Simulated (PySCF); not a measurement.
# C3H7ClO2S (1-propanesulfonyl chloride): the cost of one run

Programs: PySCF 2.14.0, with routines of our own; each step states its level. All values are computed. Atoms count from 0.

## Step 1: The system as given

14 atoms, charge 0, multiplicity 1; geometry from: GFN2-xTB.

## Step 2: Vibronic structure: TDA B3LYP/def2-SVP

What the job is given:

```
{"job": {"kind": "vib", "xc": "B3LYP", "basis": "def2-SVP", "tda": true}, "charge": 0, "multiplicity": 1}
C      1.520884     0.660552     0.431274
C      0.716938     0.103254    -0.737084
C     -0.269809    -0.950843    -0.295099
S     -1.688779    -0.169831     0.501519
O     -2.659747    -1.162957     0.829263
O     -1.315971     0.773389     1.504177
Cl    -2.466836     0.907503    -1.049646
H      2.110286    -0.125102     0.899123
H      0.859231     1.090956     1.176366
H      2.200197     1.433520     0.081964
H      0.168661     0.909103    -1.228846
H      1.397526    -0.330772    -1.474476
H      0.133591    -1.626818     0.453901
H     -0.706848    -1.512426    -1.114604
```

With the program's defaults for keys left out, this is: TDA B3LYP/def2-SVP vertical-gradient vibronic structure (displaced harmonic oscillators, Condon), gas phase.

Launch:

```console
$ OMP_NUM_THREADS=1 python excited_run.py task.json out
```

This one command runs all jobs of the session in turn.

**Question.** How long does this first job take on 1 thread of Arm Neoverse V1, shared host, and how much memory does it need?

About 27 s, with a peak of 0.84 GiB.
